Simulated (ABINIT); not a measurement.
A run of ABINIT 10.8.3 (patched build) is set up as follows.

The input run.abi:

```
# Pseudopotentials
pp_dirpath "./"
pseudos "Bi.upf, Te.upf"

# Structure
acell 3*1.0 Angstrom
rprim
     2.4227077728     1.3987509848     3.3172919545
    -2.4227077728     1.3987509848     3.3172919545
     0.0000000000    -2.7975019696     3.3172919545
ntypat 2
znucl 83 52
natom 2
typat 1 2
xcart
     0.0211973168     0.0241435028     9.4153965496
    -0.0588992399    -0.0200385258     0.0413927099
chkprim 0
chksymtnons 0
tolsym 1.0e-6

# Plane-wave basis
ecut 40.0

# k points
kptopt 1
ngkpt 7 7 7
nshiftk 1
shiftk 0.0 0.0 0.0

# Exchange and correlation
ixc -116133

# Bands and occupations
nband 20
occopt 3
tsmear 0.05 eV

# SCF cycle
nstep 100
tolvrs 1.0e-10

# Output
iomode 3
prtwf 0
prteig 0
prtebands 0
enunit 1
prtden 1
prtvha 1
prtvclmb 1
prtpot 1
prtelf 1
```

Potentials or basis: PseudoDojo NC SR PBEsol v0.4.1 standard.

Launch:

```sh
$ abinit run.abi > log 2>&1
```

Question: Estimate the pressure.

Answer: -2.2 GPa.

Question: Predict the largest force.

Answer: 0.087 eV/Å.

Question: Estimate the band gap on the k mesh.

Answer: None (metal or under the smearing width).

Forces in eV/Å, atoms in the order of the input:
```
Bi  -0.075 -0.041  0.012
Te   0.075  0.041 -0.012
```

Caveat: spin-orbit coupling is left out, which moves the levels of the heavy elements.
